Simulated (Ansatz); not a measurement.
# ZnS with a defect (Zn vacancy): a single-point run

Wanted: field gradients for ZnS with a defect (Zn vacancy).

Method: DFT, PBE, plane-wave PAW, default files, scalar-relativistic, in Ansatz 0.2.0.

### Step 1. The starting structure

The structure is trigonal, space group P3m1 (No. 156). Conventional cell: a = 7.645 Å, b = 7.645 Å, c = 12.520 Å, α = 90.00°, β = 90.00°, γ = 120.00°. Zn (site symmetry m) has 4 S at 2.34 to 2.35 Å as nearest neighbours. Zn (site symmetry 3m) has 4 S at 2.34 to 2.35 Å as nearest neighbours. Around S (site symmetry m) lie 3 Zn at 2.34 to 2.35 Å. Only part of the 15 independent sites is listed.

The input asks for a charge of -2 e on the cell.

Structure file:

```
CELL_PARAMETERS angstrom
7.64540 0.00000 0.00000
-3.82270 6.62111 0.00000
0.00000 0.00000 12.52000
ATOMIC_POSITIONS crystal
Zn 0.00000 0.00000 0.00000
Zn 0.00000 0.50000 0.00000
Zn 0.50000 0.00000 0.00000
Zn 0.50000 0.50000 0.00000
Zn 0.00000 0.00000 0.50000
Zn 0.00000 0.50000 0.50000
Zn 0.50000 0.00000 0.50000
Zn 0.50000 0.50000 0.50000
Zn 0.16667 0.83333 0.25000
Zn 0.66667 0.33333 0.25000
Zn 0.66667 0.83333 0.25000
Zn 0.33333 0.16667 0.75000
Zn 0.33333 0.66667 0.75000
Zn 0.83333 0.16667 0.75000
Zn 0.83333 0.66667 0.75000
S 0.00000 0.00000 0.18750
S 0.00000 0.50000 0.18750
S 0.50000 0.00000 0.18750
S 0.50000 0.50000 0.18750
S 0.00000 0.00000 0.68750
S 0.00000 0.50000 0.68750
S 0.50000 0.00000 0.68750
S 0.50000 0.50000 0.68750
S 0.16667 0.33333 0.43750
S 0.16667 0.83333 0.43750
S 0.66667 0.33333 0.43750
S 0.66667 0.83333 0.43750
S 0.33333 0.16667 0.93750
S 0.33333 0.66667 0.93750
S 0.83333 0.16667 0.93750
S 0.83333 0.66667 0.93750
```

### Step 2. The run

input.yaml

```yaml
crystal:
  lattice:
    - [7.6454, 0.0, 0.0]
    - [-3.8227, 6.621110622, 0.0]
    - [0.0, 0.0, 12.52]
  atoms:
    - { symbol: Zn, position: [0.0, 0.0, 0.0] }
    - { symbol: Zn, position: [0.0, 0.5, 0.0] }
    - { symbol: Zn, position: [0.5, 0.0, 0.0] }
    - { symbol: Zn, position: [0.5, 0.5, 0.0] }
    - { symbol: Zn, position: [0.0, 0.0, 0.5] }
    - { symbol: Zn, position: [0.0, 0.5, 0.5] }
    - { symbol: Zn, position: [0.5, 0.0, 0.5] }
    - { symbol: Zn, position: [0.5, 0.5, 0.5] }
    - { symbol: Zn, position: [0.1666666666, 0.8333333334, 0.25] }
    - { symbol: Zn, position: [0.6666666666, 0.3333333334, 0.25] }
    - { symbol: Zn, position: [0.6666666666, 0.8333333334, 0.25] }
    - { symbol: Zn, position: [0.3333333334, 0.1666666666, 0.75] }
    - { symbol: Zn, position: [0.3333333334, 0.6666666666, 0.75] }
    - { symbol: Zn, position: [0.8333333334, 0.1666666666, 0.75] }
    - { symbol: Zn, position: [0.8333333334, 0.6666666666, 0.75] }
    - { symbol: S, position: [0.0, 0.0, 0.1875] }
    - { symbol: S, position: [0.0, 0.5, 0.1875] }
    - { symbol: S, position: [0.5, 0.0, 0.1875] }
    - { symbol: S, position: [0.5, 0.5, 0.1875] }
    - { symbol: S, position: [0.0, 0.0, 0.6875] }
    - { symbol: S, position: [0.0, 0.5, 0.6875] }
    - { symbol: S, position: [0.5, 0.0, 0.6875] }
    - { symbol: S, position: [0.5, 0.5, 0.6875] }
    - { symbol: S, position: [0.1666666666, 0.3333333334, 0.4375] }
    - { symbol: S, position: [0.1666666666, 0.8333333334, 0.4375] }
    - { symbol: S, position: [0.6666666666, 0.3333333334, 0.4375] }
    - { symbol: S, position: [0.6666666666, 0.8333333334, 0.4375] }
    - { symbol: S, position: [0.3333333334, 0.1666666666, 0.9375] }
    - { symbol: S, position: [0.3333333334, 0.6666666666, 0.9375] }
    - { symbol: S, position: [0.8333333334, 0.1666666666, 0.9375] }
    - { symbol: S, position: [0.8333333334, 0.6666666666, 0.9375] }
total_charge: -2
kpoints:
  mp_grid: { grid: [1, 1, 1] }
scf:
  occupations: { method: fermi_dirac, width: 0.01 }
  max_iter: 100
hamiltonian:
  xc: pbe
  pseudopotentials: { kind: paw }
output:
  forces: true
  stress: true
  populations: true
  efg:
    quadrupole_moments_barn: { Zn: 0.122, S: -0.0694 }
    contact_densities: true
```

On the command line:

```console
> ansatz run input.yaml --threads 1 --pin off --max-ram 3072MiB --backend cpu --events-out ev --progress --plain --runs-dir out
```

Log:

```text
Warning: RAYON_NUM_THREADS=1 ignored (pool sized by the plan → 1); use --threads N
Engine: ansatz 0.2.0, aarch64-unknown-linux-gnu
Pseudopotentials: kind: paw
Pseudopotential: Zn, paw, valence charge 12, recommended cutoff 420 eV (normal), Zn.paw.azcp
Pseudopotential: S, paw, valence charge 6, recommended cutoff 420 eV (normal), S.paw.azcp
Functional definition: PBE
  parameter kappa = 0.804
  parameter beta = 0.06672455060314922
  exchange = pbe_x(kappa = kappa, mu = beta*pi^2/3)
  correlation = pbe_c(beta = beta)
Crystal: 31 atoms, lattice volume = 633.775 Å³
Basis set: ecut = 420 eV, 12419 PW (Γ), exchange–correlation on 108×108×180 points (8 copies of the dense FFT grid, shifted against one another)
Bands: 170, of which v1, the nominal top of the filled ones, is band 139 counted from 1 (138 counted from 0)
Symmetry: 6 space group operations
Space group: P3m1 (ITA 156), of the structure as read, at distance tolerance 8.6e-5 Å
k-points: 1
Non-local potential: Zn, projectors of the file, l = 0: 2, l = 1: 2, l = 2: 3, l = 3: 1
Non-local potential: S, projectors of the file, l = 0: 2, l = 1: 2, l = 2: 2
PAW form: soft (Blöchl's): semilocal exchange-correlation on the pseudo side does not see the compensation charge
PAW one-centre angular grid: Zn, 590 points (default); XC on 64 Gauss nodes
PAW one-centre angular grid: S, 110 points (default); XC on 64 Gauss nodes
Initial density: superposition of atomic densities (neutral atoms scaled as one to the charged cell's electrons: chi_scale 0, normalization atom), corrected by the library's trained network
Initial wavefunctions: pseudopotential atomic-orbital guess
Functional: x = pbe(κ = 0.804, μ = 0.2195149727645171), c = pbe(β = 0.06672455060314922)
SCF iter   1: F=—  HF=-64221.717099 eV  |F-HF|=—  |Δ(HF+E_count)|=         —  Δρ=3.47e-2  dr2=7.95e0  ethr=1.77e-3  ⟨swp⟩=6.0  Hψ=727  notcnv=0  defer=9
preconditioner: auto → Resta (q_TF=auto, 2.378 Å⁻¹)  ε∞=7.5  [insulator: Δε(μ)=1.858 eV  Ē_g=9.663 eV  σ=0.010 eV  W_gap=1.00  n_scr=134 (ndim 8)  ℏωp=24.6 eV  f_vac=0.038  D(μ)=0.00/eV (n_scr^D=0)  ε∞_Penn≈7.5]
SCF iter   2: F=—  HF=-64219.727199 eV  |F-HF|=—  |Δ(HF+E_count)|=    1.99e0  Δρ=8.14e-3  dr2=8.11e-1  ethr=1.77e-3  ⟨swp⟩=2.0  Hψ=328  notcnv=0  defer=22
SCF iter   3: F=—  HF=-64219.330048 eV  |F-HF|=—  |Δ(HF+E_count)|=   3.97e-1  Δρ=5.95e-3  dr2=4.96e-1  ethr=2.92e-4  ⟨swp⟩=2.0  Hψ=328  notcnv=0  defer=22
SCF iter   4: F=—  HF=-64219.233994 eV  |F-HF|=—  |Δ(HF+E_count)|=   9.61e-2  Δρ=2.01e-3  dr2=9.70e-2  ethr=1.78e-4  ⟨swp⟩=2.0  Hψ=278  notcnv=0  defer=22
SCF iter   5: F=—  HF=-64219.222888 eV  |F-HF|=—  |Δ(HF+E_count)|=   1.11e-2  Δρ=5.75e-4  dr2=7.16e-3  ethr=3.49e-5  ⟨swp⟩=2.0  Hψ=305  notcnv=0  defer=22
SCF iter   6: F=—  HF=-64219.221923 eV  |F-HF|=—  |Δ(HF+E_count)|=   9.65e-4  Δρ=4.97e-4  dr2=1.77e-3  ethr=2.57e-6  ⟨swp⟩=2.0  Hψ=284  notcnv=0  defer=22
SCF iter   7: F=—  HF=-64219.221882 eV  |F-HF|=—  |Δ(HF+E_count)|=   4.11e-5  Δρ=3.73e-4  dr2=7.30e-4  ethr=6.36e-7  ⟨swp⟩=2.0  Hψ=280  notcnv=0  defer=22
SCF iter   8: F=—  HF=-64219.221711 eV  |F-HF|=—  |Δ(HF+E_count)|=   1.72e-4  Δρ=8.78e-5  dr2=5.97e-5  ethr=2.63e-7  ⟨swp⟩=2.0  Hψ=276  notcnv=0  defer=22
SCF iter   9: F=—  HF=-64219.221117 eV  |F-HF|=—  |Δ(HF+E_count)|=   5.93e-4  Δρ=2.19e-5  dr2=4.44e-6  ethr=2.15e-8  ⟨swp⟩=2.0  Hψ=275  notcnv=0  defer=22
SCF iter  10: F=—  HF=-64219.221121 eV  |F-HF|=—  |Δ(HF+E_count)|=   3.32e-6  Δρ=1.66e-5  dr2=1.18e-6  ethr=1.60e-9  ⟨swp⟩=2.0  Hψ=279  notcnv=0  defer=22
SCF iter  11: F=—  HF=-64219.221120 eV  |F-HF|=—  |Δ(HF+E_count)|=   4.57e-7  Δρ=6.19e-6  dr2=2.29e-7  ethr=4.23e-10  ⟨swp⟩=2.0  Hψ=269  notcnv=0  defer=22
SCF iter  12: F=-64219.221120 eV  HF=-64219.221120 eV  |F-HF|=2.78e-8  |Δ(HF+E_count)|=   2.56e-8  Δρ=2.13e-6  dr2=4.19e-8  ethr=3.60e-11  ⟨swp⟩=16.0  Hψ=969  notcnv=0
SCF 1 converged in 12 iterations: F = -64219.221120 eV  dr2 = 4.19e-8
SCF converged after 12 iterations
Free energy (F): -64219.221120 eV
Harris-Foulkes:  -64219.221120 eV  (|F-HF|=2.78e-8)
Internal energy: -64219.221120 eV  (E = F + TS)
E sigma→0 (E₀):  -64219.221120 eV
Fermi energy:    7.053112 eV
--- Per-component energies (eV) ---
  E_band       = -13.571179
  E_kinetic    = 3733.729128
  E_local      = -31937.394436  (includes V_loc(G=0)·N_el)
  E_nonlocal   = 9676.430585
  E_hartree    = 13387.334155
  E_xc         = -3635.165321
  E_vxc        = -2209.175335  (∫ρ·V_xc dr)
  E_paw        = -37036.355581  (= ΣΔE_a)
  E_vpaw       = -6051.823891  (= ΣTr[D̂ρ^β])
  E_aug_tail   = -0.005434  (compensation charges beyond the density's cutoff)
  E_ewald      = -18407.794216
  E_smearing   = -0.000000  (= −TS)
  E_closure    = 0.000000  (closes the sum)
  E_deformation_potential = -22.840313  (in the stress; not in F)
  Σ components = -64219.221120   (vs F -64219.221120, Δ=0.00e0)
--- Forces (eV/Å), atoms counted from 1 ---
  atom   1  Zn     0.00000000    -0.22411511     1.25251213
  atom   2  Zn    -0.19408938     0.11205756     1.25251213
  atom   3  Zn     0.00000000    -0.00000000     0.57903729
  atom   4  Zn     0.19408938     0.11205756     1.25251213
  atom   5  Zn    -0.00000000     0.70535460    -0.14004745
  atom   6  Zn     0.61085500    -0.35267730    -0.14004745
  atom   7  Zn     0.00000000     0.00000000     0.00773359
  atom   8  Zn    -0.61085500    -0.35267730    -0.14004745
  atom   9  Zn    -0.71618001    -0.41348672    -0.53849034
  atom  10  Zn    -0.00000000     0.82697345    -0.53849034
  atom  11  Zn     0.71618001    -0.41348672    -0.53849034
  atom  12  Zn    -0.05032225     0.02905357     0.40641481
  atom  13  Zn     0.00000000    -0.05810713     0.40641481
  atom  14  Zn     0.05032225     0.02905357     0.40641481
  atom  15  Zn     0.00000000     0.00000000     0.63173484
  atom  16  S     -0.00000000    -0.04009479    -0.34193423
  atom  17  S     -0.03472311     0.02004739    -0.34193423
  atom  18  S     -0.00000000    -0.00000000    -0.36671918
  atom  19  S      0.03472311     0.02004739    -0.34193423
  atom  20  S     -0.00000000    -0.09839242    -0.14904406
  atom  21  S     -0.08521034     0.04919621    -0.14904406
  atom  22  S     -0.00000000     0.00000000    -0.25370699
  atom  23  S      0.08521034     0.04919621    -0.14904406
  atom  24  S      0.00000000     0.00000000     0.32800430
  atom  25  S      0.07860117     0.04538041     0.05813972
  atom  26  S      0.00000000    -0.09076082     0.05813972
  atom  27  S     -0.07860117     0.04538041     0.05813972
  atom  28  S      0.08587923    -0.04958239    -0.55775284
  atom  29  S     -0.00000000     0.09916479    -0.55775284
  atom  30  S     -0.08587923    -0.04958239    -0.55775284
  atom  31  S     -0.00000000     0.00000000    -0.89549445
  max |Σ_I F_I| component: 1.74e-5 eV/Å
--- Stress (GPa, compression-positive) ---
        6.138246      -0.000000       0.000000
        0.000000       6.138246       0.000000
        0.000000      -0.000000      -0.687672
  P = ⅓ Tr σ = 3.8629 GPa (38.629 kbar)
--- PAW observables at the nuclei: V_zz in 10²¹ V/m², potentials from the cell's mean, atoms counted from 1 ---
  atom   1  Zn V_zz =    +0.827766   η = 0.4815   by run symmetry: allowed   C_q = +2.4419 MHz
            electrostatic potential = -3941.052161 V   contact ρ = 166601.575573 e/Å³
  atom   2  Zn V_zz =    +0.827766   η = 0.4815   by run symmetry: allowed   C_q = +2.4419 MHz
            electrostatic potential = -3941.052161 V   contact ρ = 166601.575573 e/Å³
  atom   3  Zn V_zz =    +0.969814   η = 0.0000   by run symmetry: allowed   C_q = +2.8609 MHz
            electrostatic potential = -3940.675077 V   contact ρ = 166600.328146 e/Å³
  atom   4  Zn V_zz =    +0.827766   η = 0.4815   by run symmetry: allowed   C_q = +2.4419 MHz
            electrostatic potential = -3941.052161 V   contact ρ = 166601.575573 e/Å³
  atom   5  Zn V_zz =    -3.143168   η = 0.9727   by run symmetry: allowed   C_q = -9.2722 MHz
            electrostatic potential = -3940.970935 V   contact ρ = 166600.386943 e/Å³
  atom   6  Zn V_zz =    -3.143168   η = 0.9727   by run symmetry: allowed   C_q = -9.2722 MHz
            electrostatic potential = -3940.970935 V   contact ρ = 166600.386942 e/Å³
  atom   7  Zn V_zz =    +2.686109   η = 0.0000   by run symmetry: allowed   C_q = +7.9239 MHz
            electrostatic potential = -3940.657284 V   contact ρ = 166600.373181 e/Å³
  atom   8  Zn V_zz =    -3.143168   η = 0.9727   by run symmetry: allowed   C_q = -9.2722 MHz
            electrostatic potential = -3940.970935 V   contact ρ = 166600.386942 e/Å³
  atom   9  Zn V_zz =    +4.053522   η = 0.2704   by run symmetry: allowed   C_q = +11.9577 MHz
            electrostatic potential = -3941.573058 V   contact ρ = 166600.585332 e/Å³
  atom  10  Zn V_zz =    +4.053522   η = 0.2704   by run symmetry: allowed   C_q = +11.9577 MHz
            electrostatic potential = -3941.573058 V   contact ρ = 166600.585333 e/Å³
  atom  11  Zn V_zz =    +4.053522   η = 0.2704   by run symmetry: allowed   C_q = +11.9577 MHz
            electrostatic potential = -3941.573058 V   contact ρ = 166600.585332 e/Å³
  atom  12  Zn V_zz =    +0.822523   η = 0.3697   by run symmetry: allowed   C_q = +2.4264 MHz
            electrostatic potential = -3940.399955 V   contact ρ = 166600.512198 e/Å³
  atom  13  Zn V_zz =    +0.822523   η = 0.3697   by run symmetry: allowed   C_q = +2.4264 MHz
            electrostatic potential = -3940.399955 V   contact ρ = 166600.512200 e/Å³
  atom  14  Zn V_zz =    +0.822523   η = 0.3697   by run symmetry: allowed   C_q = +2.4264 MHz
            electrostatic potential = -3940.399955 V   contact ρ = 166600.512198 e/Å³
  atom  15  Zn V_zz =    +0.340224   η = 0.0000   by run symmetry: allowed   C_q = +1.0036 MHz
            electrostatic potential = -3940.586943 V   contact ρ = 166602.183446 e/Å³
  atom  16  S  V_zz =   -12.128463   η = 0.8228   by run symmetry: allowed   C_q = +20.3526 MHz
            electrostatic potential = -1634.398467 V   contact ρ = 19763.290334 e/Å³
  atom  17  S  V_zz =   -12.128463   η = 0.8228   by run symmetry: allowed   C_q = +20.3526 MHz
            electrostatic potential = -1634.398467 V   contact ρ = 19763.290334 e/Å³
  atom  18  S  V_zz =    +7.816238   η = 0.0000   by run symmetry: allowed   C_q = -13.1163 MHz
            electrostatic potential = -1633.237756 V   contact ρ = 19760.558521 e/Å³
  atom  19  S  V_zz =   -12.128463   η = 0.8228   by run symmetry: allowed   C_q = +20.3526 MHz
            electrostatic potential = -1634.398467 V   contact ρ = 19763.290334 e/Å³
  atom  20  S  V_zz =    +3.606145   η = 0.1288   by run symmetry: allowed   C_q = -6.0514 MHz
            electrostatic potential = -1632.580873 V   contact ρ = 19761.271241 e/Å³
  atom  21  S  V_zz =    +3.606145   η = 0.1288   by run symmetry: allowed   C_q = -6.0514 MHz
            electrostatic potential = -1632.580873 V   contact ρ = 19761.271241 e/Å³
  atom  22  S  V_zz =    +4.063978   η = 0.0000   by run symmetry: allowed   C_q = -6.8197 MHz
            electrostatic potential = -1632.450729 V   contact ρ = 19760.922199 e/Å³
  atom  23  S  V_zz =    +3.606145   η = 0.1288   by run symmetry: allowed   C_q = -6.0514 MHz
            electrostatic potential = -1632.580873 V   contact ρ = 19761.271241 e/Å³
  atom  24  S  V_zz =    -2.848382   η = 0.0000   by run symmetry: allowed   C_q = +4.7798 MHz
            electrostatic potential = -1633.998730 V   contact ρ = 19763.441292 e/Å³
  atom  25  S  V_zz =    +4.287013   η = 0.4441   by run symmetry: allowed   C_q = -7.1940 MHz
            electrostatic potential = -1632.954974 V   contact ρ = 19760.905917 e/Å³
  atom  26  S  V_zz =    +4.287013   η = 0.4441   by run symmetry: allowed   C_q = -7.1940 MHz
            electrostatic potential = -1632.954974 V   contact ρ = 19760.905917 e/Å³
  atom  27  S  V_zz =    +4.287013   η = 0.4441   by run symmetry: allowed   C_q = -7.1940 MHz
            electrostatic potential = -1632.954974 V   contact ρ = 19760.905917 e/Å³
  atom  28  S  V_zz =    +5.589246   η = 0.1673   by run symmetry: allowed   C_q = -9.3792 MHz
            electrostatic potential = -1632.742735 V   contact ρ = 19761.022485 e/Å³
  atom  29  S  V_zz =    +5.589246   η = 0.1673   by run symmetry: allowed   C_q = -9.3792 MHz
            electrostatic potential = -1632.742735 V   contact ρ = 19761.022485 e/Å³
  atom  30  S  V_zz =    +5.589246   η = 0.1673   by run symmetry: allowed   C_q = -9.3792 MHz
            electrostatic potential = -1632.742735 V   contact ρ = 19761.022485 e/Å³
  atom  31  S  V_zz =    +5.126768   η = 0.0000   by run symmetry: allowed   C_q = -8.6031 MHz
            electrostatic potential = -1633.048529 V   contact ρ = 19761.682171 e/Å³
--- Band table (eV) ---
[... 1 line left out ...]
--- Löwdin populations: 31 sites ---
  site symbol       q [e]
     0     Zn     10.7164
     1     Zn     10.7164
     2     Zn     10.7023
     3     Zn     10.7164
     4     Zn     10.7091
     5     Zn     10.7091
     6     Zn     10.7059
     7     Zn     10.7091
     8     Zn     10.7075
     9     Zn     10.7075
    10     Zn     10.7075
    11     Zn     10.7079
    12     Zn     10.7079
    13     Zn     10.7079
    14     Zn     10.7273
    15      S      7.1242
    16      S      7.1242
    17      S      7.1481
    18      S      7.1242
    19      S      7.1533
    20      S      7.1533
    21      S      7.1565
    22      S      7.1533
    23      S      7.1340
    24      S      7.1544
    25      S      7.1544
    26      S      7.1544
    27      S      7.1529
    28      S      7.1529
    29      S      7.1529
    30      S      7.1540
  spilling = 0.010772 (of n_electrons = 278.000000)
```

Wall time 23 s (1 thread of Arm Neoverse V1, shared host); peak memory 0.71 GiB.

### Step 3. Can this be trusted?

The run converged and reported no error. Convergence says nothing about whether the input makes sense.

In the input, kpoints.mp_grid.grid is [1, 1, 1]. The zone is sampled at a single point, which suits only large cells or molecules.

To check: set kpoints.mp_grid.grid to [3, 3, 2].

### Step 4. Second run, to compare

Other changes include scf.max_iter.

Changes to input.yaml since step 2:

```diff
@@ -39,6 +39,5 @@
 kpoints:
-  mp_grid: { grid: [1, 1, 1] }
+  mp_grid: { grid: [3, 3, 2] }
 scf:
   occupations: { method: fermi_dirac, width: 0.01 }
-  max_iter: 100
 hamiltonian:
```

On the command line:

```console
> ansatz run input.yaml --threads 1 --pin off --max-ram 3072MiB --backend cpu --events-out ev --progress --plain --runs-dir out
```

The main lines of its log:

```text
[...]
Basis set: ecut = 420 eV, 12419 PW (Γ), exchange–correlation on 108×108×180 points (8 copies of the dense FFT grid, shifted against one another)
[...]
k-points: 6 of 18 (time reversal used)
[...]
SCF iter   1: F=—  HF=-64231.245014 eV  |F-HF|=—  |Δ(HF+E_count)|=         —  Δρ=3.31e-2  dr2=6.42e0  ethr=1.77e-3  ⟨swp⟩=6.8  Hψ=4405  notcnv=0  defer=51
preconditioner: auto → Resta (q_TF=auto, 2.378 Å⁻¹)  ε∞=7.0  [insulator: Δε(μ)=1.858 eV  Ē_g=10.037 eV  σ=0.010 eV  W_gap=1.00  n_scr=134 (ndim 8)  ℏωp=24.6 eV  f_vac=0.038  D(μ)=0.00/eV (n_scr^D=0)  ε∞_Penn≈7.0]
SCF iter   2: F=—  HF=-64229.637438 eV  |F-HF|=—  |Δ(HF+E_count)|=    1.61e0  Δρ=5.62e-3  dr2=6.25e-1  ethr=1.77e-3  ⟨swp⟩=2.0  Hψ=1953  notcnv=0  defer=147
[...]
SCF iter  11: F=—  HF=-64229.185160 eV  |F-HF|=—  |Δ(HF+E_count)|=   4.22e-7  Δρ=5.06e-6  dr2=1.43e-7  ethr=3.23e-10  ⟨swp⟩=2.0  Hψ=1604  notcnv=0  defer=146
SCF iter  12: F=-64229.185160 eV  HF=-64229.185160 eV  |F-HF|=2.00e-8  |Δ(HF+E_count)|=   2.87e-8  Δρ=1.86e-6  dr2=3.26e-8  ethr=3.60e-11  ⟨swp⟩=14.2  Hψ=5504  notcnv=0
[...]
SCF converged after 12 iterations
Free energy (F): -64229.185160 eV
[...]
E sigma→0 (E₀):  -64229.185160 eV
Fermi energy:    6.924070 eV
[...]
  P = ⅓ Tr σ = 0.7740 GPa (7.740 kbar)
[...]
```

Run time: 2.4 min. Hardware: 1 thread of Arm Neoverse V1, shared host; peak memory 1.2 GiB.

Site by site (atoms counted from 1): 11 of 15, those nearest the defect, the farthest of each element and the two largest gradients.

```
site       atoms  distance from the defect (Å)  V_zz (10²¹ V/m²)     η     C_Q (MHz)
 S16  16, 17, 19                          2.34            -11.31  0.27    19.0 (³³S)
 S24          24                          2.35             -8.68  0.00    14.6 (³³S)
 Zn9   9, 10, 11                          3.82              2.78  0.48   8.20 (⁶⁷Zn)
 Zn1     1, 2, 4                          3.83             -2.44  0.39  -7.19 (⁶⁷Zn)
 Zn5     5, 6, 8                          3.83             -2.04  0.50  -6.02 (⁶⁷Zn)
 S18          18                          4.48              2.84  0.00   -4.77 (³³S)
 S25  25, 26, 27                          4.49              1.18  0.18   -1.98 (³³S)
 S28  28, 29, 30                          4.49              0.94  0.74   -1.57 (³³S)
 Zn3           3                          5.41             -0.70  0.00  -2.07 (⁶⁷Zn)
 S22          22                          7.03             -0.75  0.00    1.27 (³³S)
Zn15          15                          7.66             -0.98  0.00  -2.89 (⁶⁷Zn)
```

V_zz is the principal component of the electric field gradient with the largest magnitude, η = (V_xx − V_yy)/V_zz and C_Q = eQV_zz/h. Q values from Pyykkö, Mol. Phys. 116, 1328 (2018).

```
       run     ending    energy change  pressure (GPa)  gap (eV)  force (eV/Å)  cycles     time
 first try  converged  +321.4 meV/atom             3.9      0.89          1.27      12     23 s
second try  converged                0             0.8      0.94          1.06      12  2.4 min
```

### Step 5. Summary of results

```
                           quantity                     value
                          first try  converged, 12 SCF cycles
                 fault in the input               one k-point
                         second try  converged, 12 SCF cycles
energy (zero set by the potentials)            -64229.1852 eV
                           pressure                  0.77 GPa
                    gap on the mesh                   0.94 eV
                      largest force                1.062 eV/Å
               largest V_zz in size  11.31 × 10²¹ V/m² at S16
```

**Reading.** Both runs converge, but the first lies +321.4 meV/atom from the second; on mending, the pressure goes from 3.9 to 0.8 GPa, the gap on the mesh goes from 0.89 to 0.94 eV, the largest force goes from 1.27 to 1.06 eV/Å. The second, on usual settings, is the one to trust of the two, though its own convergence isn't tested here. The largest force in the second run is 1.062 eV/Å, so the atoms are not at their relaxed places.

The gaps are Kohn-Sham values of a semilocal functional, not quasiparticle or optical gaps. Such gaps usually fall short of the measured ones.
